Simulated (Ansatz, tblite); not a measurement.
# The cluster Hf₂S₃: a ladder of methods and basis sets

The task here is to estimate one member of a computed series from the others.

The runs use Ansatz 0.2.0, Gaussian basis; as each input shows.

Plan: GFN1-xTB, GFN2-xTB, PBE-D4/def2-TZVP, r2SCAN-D4/def2-TZVP, B97M-V/def2-TZVP, BHLYP-D4/def2-TZVP, ωB97X-V/def2-TZVP, PBE-D4/def2-SVP, PBE0-D4/def2-SVP, CCSD(T)/def2-TZVP, RPA/def2-TZVP.

4 further runs of the same task are left out: 4 set aside as unsound or not needed. Runs told in other sessions of the task aren't counted.

### The relaxed structure

The singlet was relaxed beforehand with r2SCAN-D4/def2-SVP. At that level it is the lowest of the isomers that a small search found.

5 atoms, charge 0, spin multiplicity 1.

Bond lengths: Hf1–S3 2.443 Å, Hf1–S4 2.443 Å, Hf1–S5 2.443 Å, Hf2–S3 2.443 Å, Hf2–S4 2.443 Å, Hf2–S5 2.443 Å. Angles: S3–Hf1–S4 95.3°, S3–Hf1–S5 95.3°, S4–Hf1–S5 95.3°, S3–Hf2–S4 95.3°, S3–Hf2–S5 95.3°, S4–Hf2–S5 95.3°, Hf1–S3–Hf2 62.8°, Hf1–S4–Hf2 62.8°, Hf1–S5–Hf2 62.8°.

Hf takes a core potential in the def2 sets. No spin-orbit coupling is included.

PBE0-D4/def2-TZVP was run before; its log isn't repeated, and its numbers join the tables.

Set-up of the first run:

Tight binding, by tblite at 300 K electronic temperature and without a spin-polarisation term:

```python
tblite.interface.Calculator('GFN1-xTB', numbers, positions, charge=0, uhf=0).singlepoint()
```

Tight binding, by tblite at 300 K electronic temperature and without a spin-polarisation term:

```python
tblite.interface.Calculator('GFN2-xTB', numbers, positions, charge=0, uhf=0).singlepoint()
```

start.molden holds the orbitals of an earlier run on this state, given as this run's starting guess.

The input, in.yaml:

```yaml
crystal:
  periodic: [false, false, false]
  atoms:
    - {symbol: Hf, position_ang: [0.171600, -0.268581, 1.232162]}
    - {symbol: Hf, position_ang: [-0.171606, 0.268735, -1.232433]}
    - {symbol: S, position_ang: [1.892986, -0.762433, -0.429555]}
    - {symbol: S, position_ang: [-0.228605, 2.018318, 0.471781]}
    - {symbol: S, position_ang: [-1.664375, -1.256039, -0.041955]}
basis:
  gaussian: {orbitals: def2-TZVP, initial_orbitals: start.molden}
hamiltonian: {xc: pbe, dispersion: d4}
scf: {omitted_lower_state_checks: [starts]}
output: {forces: true, orbitals: {seedname: orbitals}}
```

Command:

```sh
$ ansatz run in.yaml --threads 4 --pin off --events-out ev --progress --plain --max-ram 4787MiB
```

Steps of the session up to this table: PBE-D4/def2-TZVP; r2SCAN-D4/def2-TZVP; B97M-V/def2-TZVP; BHLYP-D4/def2-TZVP; ωB97X-V/def2-TZVP; PBE-D4/def2-SVP; PBE0-D4/def2-SVP; CCSD(T)/def2-TZVP; RPA/def2-TZVP.

One of the session's tables, all rows but one given; the rest of the session is left out.

It belongs to the step «Binding energy». 

| level | binding an atom (eV) |
| --- | --- |
| HF/def2-TZVP | 2.753 |
| PBE-D4/def2-SVP | 4.619 |
| PBE-D4/def2-TZVP | 4.644 |
| r2SCAN-D4/def2-TZVP | 4.564 |
| B97M-V/def2-TZVP | 4.493 |
| PBE0-D4/def2-SVP | 4.404 |
| PBE0-D4/def2-TZVP | 4.456 |
| BHLYP-D4/def2-TZVP | 4.007 |
| ωB97X-V/def2-TZVP | ? |
| RPA/def2-TZVP | 3.987 |
| MP2/def2-TZVP | 4.658 |
| CCSD/def2-TZVP | 4.052 |
| CCSD(T)/def2-TZVP | 4.287 |

Estimate the missing values for ωB97X-V/def2-TZVP.

As computed: binding an atom (eV): 4.368. In the column «binding an atom (eV)» it lies between CCSD(T)/def2-TZVP (4.287) and PBE0-D4/def2-SVP (4.404).

To keep in mind: Free atoms were run apart at each level; binding is atoms less cluster, divided by the number of atoms, without zero-point or spin-orbit terms.
